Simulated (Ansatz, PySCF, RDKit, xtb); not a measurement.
# Isomers of C6H6BN, a sample narrowed down

A sample of isomers of C6H6BN is drawn. Aim: find which of them has the lowest free energy at 298.15 K, then its properties. The sample is small against all isomers, and the most stable one of this formula need not be in it.

Plan: many cheap relaxations first (GFN2-xTB), then density-functional screening, relaxation at PBE0-D3(BJ)/def2-SVP, vibrations (at GFN2-xTB) and a final energy. The numbers are computed, not measured.

### 1 Possible bonding patterns

Isomers were taken from a list of plausible structures; this is a sample, not all of them. That gives 10 candidates.

```csv
label,SMILES,spin
c049,CC1=CBC=C1C#N,singlet
c249,CC1=CB(C#N)C=C1,singlet
c467,CC1=CC=CB1C#N,singlet
c492,CC1=C(C#N)C=CB1,singlet
c611,CC1=CBC(C#N)=C1,singlet
c627,CB1C=CC(C#N)=C1,singlet
c745,CC1=C(C#N)BC=C1,singlet
c774,CC1=CC=C(C#N)B1,singlet
c954,CC1=CC(C#N)=CB1,singlet
c979,CB1C=CC=C1C#N,singlet
```

Candidates are built by distance geometry, with a force field where one applies, in up to four conformers (letters a to d).

Q: Predict the outcome of this search (final energies at CCSD(T)/def2-SVP + MP2/def2-TZVPP - MP2/def2-SVP).

| quantity | value |
| --- | --- |
| lowest structure found | CC1=CB(C#N)C=C1, singlet |
| next finalist | CB1C=CC=C1C#N, singlet, 2.3 kcal/mol higher in G |
| share at equilibrium, among the finalists | 96.9 % |
| dipole moment (PBE0/def2-SVPD) | 5.20 D |
| HOMO energy (PBE0/def2-SVPD) | -7.02 eV |
| LUMO energy (PBE0/def2-SVPD) | -3.56 eV |
| HOMO–LUMO gap (PBE0/def2-SVPD) | 3.45 eV |
| lowest excitation (TD-PBE0/def2-SVPD) | 2.15 eV (f = 0.003) |
| strongest of the states computed, same level | 5.27 eV (f = 0.236) |
| lowest triplet excitation, same level, Tamm-Dancoff | 1.31 eV |
| vertical ionisation energy | 8.89 eV |
| vertical electron affinity | 1.84 eV |
| vertical triplet less singlet | +1.40 eV |

The lowest structure found is `CC1=CB(C#N)C=C1`. The margin, 2.3 kcal/mol, is modest. HF/STO-3G, r2SCAN-D4/def2-SVP, PBE0-D3(BJ)/def2-SVP, HF/def2-SVP and MP2/def2-SVP already put its bonding pattern lowest among the structures in one piece; GFN2-xTB favours the singlet CC1=CBC(C#N)=C1. The search is not exhaustive (a finite list of starts, one conformer a finalist), so a lower isomer can't be ruled out. Only 10 drawn patterns were tried, so whole families of isomers are missing, and the result ranks this sample alone.
